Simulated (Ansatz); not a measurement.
# BH₇NSbSi: basis-set convergence

How large a basis does BH₇NSbSi need? Two functionals are run in growing sets.

The runs use Ansatz 0.2.0, Gaussian basis; one geometry, several basis sets.

Levels to be run: PBE0-D4/def2-SVP; ωB97M-V/def2-SVP; PBE0-D4/def2-QZVPP; ωB97M-V/def2-QZVPP; the functionals' def2-TZVPP values are taken from earlier runs.

### Step 1. Structure used throughout

The geometry comes from an earlier relaxation with PBE0-D4 in a triple-zeta def2 set; it is a stationary point, not always the lowest conformer. Sb takes the def2 core potential; no spin-orbit term is included.

SMILES `N[B]([SiH3])[SbH2]`, 11 atoms, charge 0, spin multiplicity 1.

Atoms are counted from 1 here; the program's logs count them from 0.

Bond lengths: N1–B2 1.386 Å, N1–H5 1.008 Å, N1–H6 1.009 Å, B2–Si3 2.016 Å, B2–Sb4 2.260 Å, Si3–H7 1.491 Å, Si3–H8 1.490 Å, Si3–H9 1.495 Å, Sb4–H10 1.706 Å, Sb4–H11 1.713 Å. Angles: B2–N1–H5 124.0°, B2–N1–H6 122.9°, H5–N1–H6 113.1°, N1–B2–Si3 120.3°, N1–B2–Sb4 119.4°, Si3–B2–Sb4 120.2°, B2–Si3–H7 111.0°, B2–Si3–H8 110.7°, B2–Si3–H9 112.1°, H7–Si3–H8 107.2°, H7–Si3–H9 107.8°, H8–Si3–H9 107.8°, B2–Sb4–H10 92.6°, B2–Sb4–H11 93.7°, H10–Sb4–H11 92.3°.

### Step 2. PBE0-D4 in def2-SVP

Input file in.yaml:

```yaml
crystal:
  periodic: [false, false, false]
  atoms:
    - {symbol: N, position_ang: [-1.055718, 1.225734, -0.187145]}
    - {symbol: B, position_ang: [-0.032630, 0.291701, -0.154408]}
    - {symbol: Si, position_ang: [0.561081, -0.504934, 1.599746]}
    - {symbol: Sb, position_ang: [1.043004, -0.244298, -2.068547]}
    - {symbol: H, position_ang: [-1.413188, 1.640069, -1.033730]}
    - {symbol: H, position_ang: [-1.535112, 1.543161, 0.641601]}
    - {symbol: H, position_ang: [2.019214, -0.287442, 1.819670]}
    - {symbol: H, position_ang: [0.326559, -1.976361, 1.615184]}
    - {symbol: H, position_ang: [-0.169653, 0.086244, 2.762284]}
    - {symbol: H, position_ang: [0.645394, -1.897019, -1.920227]}
    - {symbol: H, position_ang: [-0.323549, 0.066245, -3.053728]}
basis:
  gaussian: {orbitals: def2-SVP}
hamiltonian: {xc: pbe0, dispersion: d4}
output: {orbitals: {seedname: orbitals}}
```

The runs that follow: ωB97M-V in def2-SVP; PBE0-D4 in def2-QZVPP; ωB97M-V in def2-QZVPP.

Before running them: what should the planned runs give, taken together? Wanted: PBE0-D4: double and triple zeta above quadruple; ωB97M-V: double and triple zeta above quadruple.

As calculated:

```
                                       quantity          value
PBE0-D4: double and triple zeta above quadruple  5.93, 0.45 eV
ωB97M-V: double and triple zeta above quadruple  6.10, 0.43 eV
```

In words: For PBE0-D4 the step from double to triple zeta gains 5.49 eV and the next only 0.45 eV. These are total energies; as a rule much of such shifts cancels in differences, which this series doesn't test.
